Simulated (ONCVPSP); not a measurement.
# Fe: the cost of one run

Program: ONCVPSP 4.0.1.1 (patched build). Reference atom: PBE, scalar-relativistic, spherical and spin-unpolarised. All values are calculated.

## Step 1: Starting point

The settings as typed:

- element: iron (Fe, Z = 26)
- type: optimised norm-conserving Vanderbilt (ONCV)
- frozen core: [Ne]
- valence charge: 16
- reference configuration: 3s2 3p6 3d6 4s2
- partial waves: 3s+4s: rc 1.25 bohr, ncon 4, nbas 9, qcut 8.7 1/bohr, 2 projectors; 3p: rc 1.05 bohr, ncon 3, nbas 7, qcut 14.9 1/bohr, 2 projectors, debl 1.8 Ha; 3d: rc 1.70 bohr, ncon 4, nbas 8, qcut 9.8 1/bohr, 2 projectors, debl 0.4 Ha
- local potential: polynomial inside 1.05 bohr (lpopt 5, dvloc0 0 Ha)
- core correction: Teter function, fcfact 5, rcfact 1.4

An earlier all-electron run gives the scale for the radii.

All-electron outer shells of the reference configuration (PBE, scalar-relativistic, ld1.x):

```json
{"shell": "2p", "level (eV)": "-698.45", "outermost node (bohr)": "–", "outermost maximum (bohr)": "0.18"}
{"shell": "3s", "level (eV)": "-94.02", "outermost node (bohr)": "0.33", "outermost maximum (bohr)": "0.70"}
{"shell": "3p", "level (eV)": "-60.04", "outermost node (bohr)": "0.30", "outermost maximum (bohr)": "0.72"}
{"shell": "3d", "level (eV)": "-7.50", "outermost node (bohr)": "–", "outermost maximum (bohr)": "0.71"}
{"shell": "4s", "level (eV)": "-5.29", "outermost node (bohr)": "1.00", "outermost maximum (bohr)": "2.41"}
{"shell": "4p", "level (eV)": "-1.33", "outermost node (bohr)": "1.10", "outermost maximum (bohr)": "3.33"}
```

## Step 2: The generation run

The input, Fe.dat:

```
# ATOM AND REFERENCE CONFIGURATION
# atsym  z   nc   nv     iexc    psfile
  Fe 26.00    3    4        4      upf
#
#   n    l    f
    1    0    2.00
    2    0    2.00
    2    1    6.00
    3    0    2.00
    3    1    6.00
    3    2    6.00
    4    0    2.00
#
# PSEUDOPOTENTIAL AND OPTIMIZATION
# lmax
    2
#
#   l,   rc,      ep,       ncon, nbas, qcut
    0    1.25    0.00    4    9    8.70
    1    1.05    0.00    3    7   14.90
    2    1.70    0.00    4    8    9.80
#
# LOCAL POTENTIAL
# lloc, lpopt,  rc(5),   dvloc0
    4    5    1.05    0.00
#
# VANDERBILT-KLEINMAN-BYLANDER PROJECTORs
# l, nproj, debl
    0    2    3.00
    1    2    1.80
    2    2    0.40
#
# MODEL CORE CHARGE
# icmod, fcfact, rcfact
    3    5.00    1.40
#
# LOG DERIVATIVE ANALYSIS
# epsh1, epsh2, depsh
   -5.00    5.00    0.04
#
# OUTPUT GRID
# rlmax, drl
    6.00    0.01
#
# TEST CONFIGURATIONS
# ncnf
    4
# nvcnf
#   n    l    f
    4
    3    0    2.00
    3    1    6.00
    3    2    6.00
    4    0    1.00
#
    4
    3    0    2.00
    3    1    6.00
    3    2    6.00
    4    0    0.00
#
    4
    3    0    2.00
    3    1    6.00
    3    2    5.00
    4    0    0.00
#
    5
    3    0    2.00
    3    1    6.00
    3    2    5.00
    4    0    2.00
    4    1    1.00
#
```

Run with:

```console
oncvpsp.x < Fe.dat > Fe.out
```

**Question.** How long does this run take on 1 thread of Neoverse-V1, shared host?

About 4.6 s.
